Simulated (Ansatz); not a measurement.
The system is MoSe.

```
Mo Se
1.0
     3.50023    0.00000    0.00000
     0.00000    3.50023    0.00000
     0.00000    0.00000    3.50023
Mo Se
1 1
Direct
  0.00000 0.00000 0.00000
  0.50000 0.50000 0.50000
```

The cell was built by a generator and needn't be a form met in nature.

* Program: Ansatz 0.2.0
* Task: relaxation of cell and atoms
* Functional: HSE03
* Potentials or basis: Ansatz PAW
* Cutoff: 420 eV (not typed: the program's choice for these potentials)
* k mesh: 4 × 4 × 4
* Occupations: fermi-dirac, width 0.05 eV
* Spin: no spin polarisation

At the start: volume 21.44 Å³/atom.

Where does the relaxation end?

It ends after 6 steps and the volume is 14.98 Å³/atom (-30.1 %); space group Pm-3m (No. 221, to 0.05 Å).

Step by step:
```csv
step,energy change (eV),largest force (eV/Å),volume (Å³)
1,0.0000,0.0000,42.88
2,-1.0982,0.0000,36.91
3,-1.7599,0.0000,31.52
4,-1.8064,0.0000,29.62
5,-1.8088,0.0000,29.96
6,-1.8069,0.0000,29.96
```

Final structure:
```yaml
crystal:
  lattice:
    - [3.10569, 0.00000, 0.00000]
    - [0.00000, 3.10569, 0.00000]
    - [0.00000, 0.00000, 3.10569]
  atoms:
    - { symbol: Mo, position: [0.00000, 0.00000, 0.00000] }
    - { symbol: Se, position: [0.50000, 0.50000, 0.50000] }
```

Caveat: the k mesh is coarse (spacing up to 0.45 Å⁻¹), so the values aren't converged, least of all with exact exchange; the volume moved by over 15 % at a fixed basis, so the end points are rough; the plane-wave basis is chosen anew once the cell has moved, so the energies of steps on either side of that aren't comparable; the PAW data sets come from PBE, with cores solved anew for the run's functional, which leaves a small shift of forces and pressure.
